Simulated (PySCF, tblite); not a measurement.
# C₆H₉BP radical: geometry, infrared bands and EPR parameters

Aim: predict the infrared bands and EPR parameters of C₆H₉BP radical (`[H]/[C]=C\B(P)C1=CCC1`).

Computed with tblite 0.8.0 and PySCF 2.14.0, with density-fitted response routines of our own, on a single molecule in the gas phase. Atoms are numbered from 0 throughout.

## 1. The molecule as given

17 atoms, charge 0, multiplicity 2; geometry from: force field or distance geometry start.

Bonds of the start (Å): C0–C1 1.32, C1–B2 1.56, B2–P3 1.93, B2–C4 1.56, C4–C5 1.31, C5–C6 1.48, C6–C7 1.48, C7–C4 1.48, C0–H8 1.11, C1–H9 1.08, P3–H10 1.43, P3–H11 1.47, C5–H12 1.09, C6–H13 1.12, C6–H14 1.10, C7–H15 1.11, C7–H16 1.11.

## 2. Geometry optimisation with GFN2-xTB

What the job is given:

```
{"job": {"kind": "relax", "xc": "GFN2-xTB", "basis": "xTB"}, "charge": 0, "multiplicity": 2}
C     -3.072200    -1.423800     0.279300
C     -1.807000    -1.322800    -0.072500
B     -1.086500     0.030500     0.220100
P     -1.932600     1.760600     0.090500
C      0.467200    -0.006300     0.319900
C      1.410000     0.697400    -0.260600
C      2.486700    -0.050600     0.431400
C      1.422100    -0.841000     1.082300
H     -3.581800    -0.557000     0.740900
H     -1.264200    -2.150000    -0.512100
H     -2.224500     2.158300    -1.256000
H     -0.989600     2.729900     0.654900
H      1.377900     1.525500    -0.964200
H      3.043700     0.608100     1.144000
H      3.133200    -0.541500    -0.308700
H      1.370600    -1.928800     0.884500
H      1.239900    -0.676600     2.165800
```

The run is started by

```sh
> OMP_NUM_THREADS=1 python probes_run.py task.json out
```

One launch serves the whole session: the jobs run in the order shown.

**Question.** This job is followed by: GFN2-xTB harmonic vibrations, gas phase; UKS B3LYP, pcH-1 on B C H P, non-relativistic, mean-field spin-orbit, GIAO. Predict these results of the whole session: strongest single infrared mode (GFN2-xTB); zero-point energy (GFN2-xTB); g(iso) (B3LYP); ⟨S²⟩; largest a(iso) (averaged by class); surface potential, 1st and 99th percentile.

The runs gave:

| quantity | value |
| --- | --- |
| strongest single infrared mode (GFN2-xTB) | 707 cm⁻¹, 145 km/mol |
| zero-point energy (GFN2-xTB) | 78.2 kcal/mol |
| g(iso) (B3LYP) | 2.00210 |
| ⟨S²⟩ | 0.758 (exact 0.75) |
| largest a(iso) (averaged by class) | 13C on C0, 281.2 MHz |
| surface potential, 1st and 99th percentile | -0.87 V and 0.97 V |

In words: Relaxing lowered the energy by 1.088 eV in 124 steps; the close pair that moved most is P3–H11, from 1.465 to 1.382 Å. All 45 modes are real, so the xTB geometry is a minimum. The strongest single mode, at 707 cm⁻¹, is spread over many atoms; the largest shares are those of H8, H12. GFN2-xTB is a fitted tight-binding method: band positions and strengths are rough. Its intensities can rank the bands wrongly. C0 carries the largest spin population, 0.97 e. The isotropic g lies 0.2 ppt below the free-electron value.
